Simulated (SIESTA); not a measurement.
## Ge3Pd under changes of volume

One of the cells (18.121 Å³/atom); the others are scaled copies at fixed shape and fractional positions:

```
Pd Ge
1.0
     4.16945    0.00000    0.00000
     0.00000    4.16945    0.00000
     0.00000    0.00000    4.16945
Pd Ge
1 3
Direct
  0.00000 0.00000 0.00000
  0.50000 0.50000 0.00000
  0.50000 0.00000 0.50000
  0.00000 0.50000 0.50000
```

The cell comes from a database or a generator and needn't be the stable form of this composition.

```yaml
Program: SIESTA 5.4.2
Functional: PBE
Potentials_or_basis: PseudoDojo 0.4 standard (PBE files)
Basis: DZP (energy shift 0.003 Ry; two zetas on semicore shells)
Grid_cutoff: 800 Ry
Energy_shift: 0.003 Ry
k_mesh: 7 × 7 × 7
Occupations: fermi-dirac, width 0.05 eV
Spin: no spin polarisation
```

```tsv
volume (Å³/atom)	energy over the lowest point (meV/atom)	pressure (GPa)
16.700	?	?
17.055	14.22	4.8
17.410	5.91	3.0
18.121	0.00	-0.6
18.476	3.48	-2.2
18.831	9.35	-3.0
```

What does the run at 16.700 Å³/atom give?

Energy over the lowest point 27.78 meV/atom; pressure 7.7 GPa.

Worked out: A Birch-Murnaghan fit of order 3 (a polynomial in V^(-2/3)) to the other rows has its minimum at 18.02 Å³/atom with B0 = V·E''(V) = 84 GPa (rough, since the energies scatter). It gives 26.80 meV/atom at 16.700 Å³/atom, against the run's 27.78, and -dE/dV = 6.6 GPa, against 7.7.

Energies are extrapolated to zero smearing.

Caveats: the basis of atomic orbitals isn't converged, which shifts pressures, moduli and gaps.
